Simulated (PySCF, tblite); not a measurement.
# C₉H₁₈Ge: geometry, infrared bands and NMR shifts, part 2 of 2

tblite 0.8.0 and PySCF 2.14.0. Atoms count from 0.

## Step 6: NMR shieldings: B97-2/pcSseg-1

Job settings and geometry (Å):

```
{"job": {"kind": "nmr", "xc": "B97-2", "basis": "pcSseg-1", "pop": false}, "charge": 0, "multiplicity": 1}
C      3.144477     0.495421     0.912265
C      1.801093     0.705959     0.283846
C      1.141521    -0.225452    -0.428629
C      1.775142    -1.576793    -0.644755
C     -0.244835    -0.011028    -0.987532
Ge    -0.658756     1.833763    -1.585533
C     -1.774378     2.240266    -0.007819
C     -1.577157     1.016536     0.892995
C     -1.386494    -0.249706     0.046922
C     -1.197282    -1.493058     0.903187
H      3.461666     1.370723     1.495618
H      3.152798    -0.376039     1.589354
H      3.924824     0.305476     0.154264
H      1.347525     1.694557     0.412090
H      1.941937    -2.105227     0.309511
H      2.762795    -1.485415    -1.126945
H      1.152953    -2.225354    -1.276337
H     -0.392516    -0.703673    -1.830569
H      0.572118     2.738738    -1.777455
H     -1.483843     1.837911    -2.891237
H     -1.507271     3.184675     0.487768
H     -2.823070     2.327888    -0.333278
H     -2.423669     0.882086     1.587729
H     -0.680297     1.148735     1.522745
H     -2.312917    -0.383312    -0.544728
H     -2.059352    -1.643805     1.571668
H     -1.087869    -2.399010     0.287507
H     -0.298030    -1.400818     1.532687
```

Method: GIAO B97-2/pcSseg-1 NMR shielding, non-relativistic, gas phase.

The log of the run:

```text
coarse grid: 98536 points
cycle   1  E = -2430.8218845000  dE =  1.575e-01  |g| = 8.922e-01  |ddm| = 4.768e+00
cycle   2  E = -2430.7597957159  dE =  6.209e-02  |g| = 9.886e-01  |ddm| = 1.371e+00
cycle   3  E = -2430.9257055638  dE = -1.659e-01  |g| = 1.214e-01  |ddm| = 9.249e-01
cycle   4  E = -2430.9284188309  dE = -2.713e-03  |g| = 6.467e-02  |ddm| = 1.827e-01
cycle   5  E = -2430.9293905692  dE = -9.717e-04  |g| = 1.572e-02  |ddm| = 7.160e-02
cycle   6  E = -2430.9294513389  dE = -6.077e-05  |g| = 4.907e-03  |ddm| = 1.992e-02
cycle   7  E = -2430.9294570597  dE = -5.721e-06  |g| = 9.448e-04  |ddm| = 5.604e-03
final grid: 210608 points
cycle   8  E = -2430.9294869877  dE = -1.653e-07  |g| = 1.184e-03  |ddm| = 5.466e-03
cycle   9  E = -2430.9294865806  dE =  4.071e-07  |g| = 1.776e-03  |ddm| = 3.338e-03
cycle  10  E = -2430.9294873213  dE = -7.407e-07  |g| = 2.417e-04  |ddm| = 1.874e-03
cycle  11  E = -2430.9294873367  dE = -1.532e-08  |g| = 5.087e-05  |ddm| = 3.037e-04
cycle  12  E = -2430.9294873372  dE = -5.493e-10  |g| = 7.573e-06  |ddm| = 5.539e-05
converged SCF energy = -2430.9294873372

GIAO shielding tensors (ppm)
atom      isotropic    diamagn.    paramagn.     s11        s22        s33       span
  0 C      167.924     245.226     -77.302    154.037    167.094    182.641     28.604
  1 C       56.237     257.641    -201.404    -49.574     70.349    147.935    197.509
  2 C       37.961     260.527    -222.566    -73.158     35.196    151.845    225.003
  3 C      157.909     247.556     -89.647    143.383    150.311    180.033     36.650
  4 C      141.804     250.058    -108.254    130.138    135.952    159.324     29.186
  5 Ge    1394.798    2758.530   -1363.732   1245.038   1400.208   1539.149    294.112
  6 C      173.793     251.492     -77.698    156.857    170.036    194.487     37.631
  7 C      149.450     250.365    -100.915    119.577    159.102    169.671     50.095
  8 C      140.273     249.249    -108.977    119.162    144.913    156.743     37.581
  9 C      163.831     247.841     -84.010    153.440    156.049    182.004     28.564
 10 H       29.749      27.485       2.265     25.128     28.185     35.934     10.806
 11 H       29.807      29.391       0.417     25.433     28.781     35.209      9.775
 12 H       29.758      27.755       2.003     25.407     27.812     36.055     10.648
 13 H       26.278      36.805     -10.527     21.583     24.219     33.031     11.448
 14 H       29.515      30.902      -1.388     26.877     27.269     34.398      7.521
 15 H       29.415      29.451      -0.036     25.321     27.245     35.678     10.358
 16 H       29.938      31.816      -1.878     25.793     30.095     33.926      8.134
 17 H       29.541      35.260      -5.718     25.469     28.499     34.655      9.186
 18 H       27.158      30.458      -3.300     20.828     22.878     37.768     16.940
 19 H       27.063      30.231      -3.168     20.912     21.437     38.842     17.930
 20 H       30.359      30.091       0.268     25.430     26.879     38.769     13.339
 21 H       30.561      30.269       0.292     25.004     27.469     39.211     14.207
 22 H       29.894      31.549      -1.655     23.774     28.979     36.928     13.153
 23 H       30.064      34.093      -4.029     27.025     28.973     34.193      7.167
 24 H       30.038      34.659      -4.622     25.955     28.414     35.745      9.790
 25 H       30.376      30.128       0.248     25.085     28.153     37.890     12.805
 26 H       30.318      31.656      -1.338     25.604     28.437     36.912     11.308
 27 H       30.709      32.680      -1.971     26.762     30.798     34.566      7.804
```

Run time: 4.4 min. Hardware: 1 thread of Intel Xeon at 2.50GHz, shared host; peak memory 1.5 GiB.

In short: δ C2 145.7, C1 127.5, C8 43.4, C4 41.9, H13 5.10, H19 4.31 ppm.

## Step 7: Side by side: NMR shifts

Shifts (ppm) of some atoms, chosen among heavy atoms and hydrogens apart, with basis size and wall time:

```tsv
run	C2	C1	C4	C6	H19	H18	Ge5	functions	time
PBE0/pcSseg-1	148.8	130.4	42.3	9.1	4.36	4.26	-75	284	5.6 min
B97-2/pcSseg-1	145.7	127.5	41.9	9.9	4.31	4.22	-74	284	4.4 min
```

## Step 8: Summary of results

The summary covers parts 1 to 2.

```
                                                              quantity                                                                       value
                             strongest single infrared mode (GFN2-xTB)                                                       1981 cm⁻¹, 513 km/mol
                                          zero-point energy (GFN2-xTB)                                                              150.3 kcal/mol
                                                           point group                                                                          C1
                                  rotational constants (main isotopes)                                                        1.21, 0.73, 0.60 GHz
                                ¹³C shifts against TMS (PBE0/pcSseg-1)                   148.8, 130.4, 43.6, 42.3, 34.4, 25.9, 19.6, 15.5, 9.1 ppm
¹H shifts against TMS (PBE0/pcSseg-1, means over atoms taken as alike)  5.14, 4.36, 4.26, 1.84, 1.75, 1.60, 1.47, 1.34, 1.30, 1.01, 0.89, 0.82 ppm
                             ⁷³Ge shifts against GeMe4 (PBE0/pcSseg-1)                                                                     -75 ppm
                                 surface potential, 1st and 99th percentile                                                          -0.54 V and 0.59 V
                                              range of the shift of C2                                                          145.7 to 148.8 ppm
```

Over 132 steps the energy fell by 0.367 eV; of the close pairs, Ge5–C6 changed most, 1.926 to 1.987 Å (GFN2-xTB). No mode is imaginary among the 78: a minimum at this level. The strongest single mode, at 1981 cm⁻¹, moves mainly H18. Unscaled tight-binding wavenumbers are off by several per cent, some by more. Its intensities can rank the bands wrongly. The optimisation took 5 steps and gained 0.257 eV; among the close pairs (by a distance rule), C3–H15 changed most, from 1.057 to 1.103 Å (PBE0/def2-SVP). H13 (hydrogen on an alkene CH) lies farthest downfield among hydrogen, at 5.14 ppm; attached to an sp2 carbon and in the plane of the double bond. At PBE0/pcSseg-1: Shielding is most anisotropic at Ge5 (span 298 ppm, paramagnetic term -1352 ppm). Across the 2 runs the shift of C2 moves most, between 145.7 (B97-2/pcSseg-1) and 148.8 ppm (PBE0/pcSseg-1). Spin-orbit coupling is left out, which matters for shieldings and couplings at and beside the heavy atoms.
